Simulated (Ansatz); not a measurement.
This script makes cell relaxations under several functionals of BP, space group F-43m with Ansatz 0.2.0, Python API.

`bp_lattice.py`
```python
# -*- coding: utf-8 -*-
"""How the lattice of BP depends on the functional."""

import logging
import sys

import ansatz as az
import numpy as np

logging.basicConfig(stream=sys.stdout, format="%(levelname)s %(message)s")
log = logging.getLogger("calc")
log.setLevel(logging.INFO)

def edges_and_angles(cell):
    cell = np.asarray(cell)
    a, b, c = np.linalg.norm(cell, axis=1)
    cosines = cell[1] @ cell[2] / (b * c), cell[0] @ cell[2] / (a * c), cell[0] @ cell[1] / (a * b)
    return (a, b, c, *np.degrees(np.arccos(cosines)))

lattice = az.Lattice.of(
    [0.0, 2.269, 2.269],
    [2.269, 0.0, 2.269],
    [2.269, 2.269, 0.0],
)
sites = [
    ("B", [0.0, 0.0, 0.0]),
    ("P", [0.25, 0.25, 0.25]),
]
cell = az.Crystal(lattice=lattice)
for symbol, position in sites:
    cell = cell.atom(symbol, position)

model = cell.calculation()
model = model.basis(510)
model = model.kpoints(8).occupations("methfessel_paxton", width=0.02)
model = model.relax(cell=True, force_tolerance=0.01)

levels = [("r2scan", "rvv10"), ("r2scan", "none"), ("rpbe", "none"), ("r2scan", "d4")]
log.info("level            a       b       c    alpha   beta  gamma  V/atom  steps")
for name, dispersion in levels:
    seen = []
    run = model.functional(name, dispersion=dispersion).session().plan()
    outcome = run.execute(on_event=lambda e: seen.append(e) if e["event"] == "relax_step" else None)
    cell = outcome.lattice.cell_ang
    label = name if dispersion == "none" else f"{name}+{dispersion}"
    print("{:13s} {:7.4f} {:7.4f} {:7.4f} {:6.2f} {:6.2f} {:6.2f}".format(label, *edges_and_angles(cell)), f"{abs(np.linalg.det(cell)) / len(outcome.lattice.sites):7.3f} {len(seen):5d}")
```

Rank the levels of theory by the volume of the relaxed cell.

From smallest to largest: r2SCAN+D4 (11.55 Å³ an atom, -1.1 % against the start), r2SCAN+RVV10 (11.63 Å³ an atom, -0.5 % against the start), r2SCAN (11.67 Å³ an atom, -0.1 % against the start) and RPBE (11.97 Å³ an atom, +2.5 % against the start). The spread is 3.7 % in volume.

What the script printed:

`python bp_lattice.py` gives:
```text
INFO level            a       b       c    alpha   beta  gamma  V/atom  steps
r2scan+rvv10   3.2038  3.2038  3.2038  60.00  60.00  60.00  11.627     4
r2scan         3.2079  3.2079  3.2079  60.00  60.00  60.00  11.671     4
rpbe           3.2350  3.2350  3.2350  60.00  60.00  60.00  11.970     5
r2scan+d4      3.1966  3.1966  3.1966  60.00  60.00  60.00  11.548     4
```

Caveats:
- Forces vanish by symmetry, so the ions can't move, and the end may be a saddle.
- Edges and angles are those of the cell as typed, here a primitive one, not of the conventional cell.
- The structure is a deposited one; some such entries were measured under pressure or heat, so a shift against it needn't be the functional's error alone.
- Timing: 24 s on 1 thread of Arm Neoverse V2 (shared host), peak memory 0.44 GiB.
